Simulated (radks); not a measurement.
# Excited configurations of Br¹⁶⁺

An exercise on one series of results from a longer session: the logs are not shown, and one member is left open.

Method: scalar-relativistic Kohn-Sham, SCAN, spin-polarised, spherical densities, finite nucleus; open shells are filled with parallel spins first. Code: radks (a radial shooting solver on a logarithmic mesh, Libxc functionals) version 1.

2 further runs of the same task are left out: 2 that didn't finish.

**What is computed**

```
element            : bromine (Z = 35)
charge             : +16
electrons          : 19
configuration      : [Ar] 3d1
nuclear rms radius : 4.1629 fm
```

Outer shells as boxes (Hund's rule):

Br¹⁶⁺
```
[Ar] core
3d [↑ ][  ][  ][  ][  ]
```

The first run:

The run's settings:

```text
Z 35
configuration [Ar] 3d1
relativity scalar-relativistic
functional scan,scan
spin polarised
nucleus finite rms 4.1629 fm
c 137.035999084
```

Among the steps run: Ground configuration: [Ar] 3d1.

One of the session's tables, all rows but one given; the rest of the session is left out.

It belongs to the step «Ground configuration: [Ar] 3d1». Radial moments (bohr):

```
  level     <r>  outermost maximum (interpolated)  90 % within  nodes
  2p up  0.1645                             0.127        0.268      0
2p down  0.1643                             0.127        0.267      0
  3s up  0.4957                             0.456        0.723      2
3s down  0.4967                             0.457        0.725      2
  3p up       ?                                 ?            ?      ?
3p down  0.4916                             0.447        0.731      1
  3d up  0.4527                             0.374        0.701      0
3d down  0.4541                             0.374        0.703      0
```

**Question.** Estimate the row for 3p up.

As computed: <r>: 0.4904; outermost maximum (interpolated): 0.446; 90 % within: 0.730; nodes: 1. In the column «<r>» it lies between 3d down (0.4541) and 3p down (0.4916).

Limits of these values: Open shells are spherical and high-spin; term and fine-structure splittings are not resolved.
